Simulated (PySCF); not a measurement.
# H4MnO4 (Mn(OH)4): the cost of one run

Computed with PySCF 2.14.0 and routines of our own; the level stands in each step. Atoms count from 0.

## 1. The starting structure

9 atoms, charge 0, states of the metal's open shell are computed; geometry from: model geometry, bond lengths from ionic radii.

## 2. Ligand-field states: state-averaged CASSCF

Job settings and geometry (Å):

```
{"job": {"kind": "lf", "basis": {"metal": "x2c-TZVPall", "ligand": "x2c-SVPall"}, "nevpt": true}, "charge": 0, "metal": "Mn", "open_shell": "d3"}
Mn     0.000000     0.000000     0.000000
O      1.004589     1.004589     1.004590
H      0.750673     1.882044     1.316359
O     -1.004589    -1.004589     1.004590
H     -0.750673    -1.882044     1.316359
O     -1.004589     1.004589    -1.004590
H     -1.882044     0.750673    -1.316359
O      1.004589    -1.004589    -1.004590
H      1.882044    -0.750673    -1.316359
```

Method: state-averaged CASSCF of the metal d shell, SC-NEVPT2 on the averaged canonical orbitals, state-interaction spin-orbit coupling.

On the command line:

```sh
OMP_NUM_THREADS=1 python lf_run.py task.json out
```

The driver reads the jobs from task.json and runs them one after another.

Q: Estimate the wall time and peak memory of this first job on 1 thread of Arm Neoverse N1, shared host.

About 13 s, with a peak of 0.3 GiB.
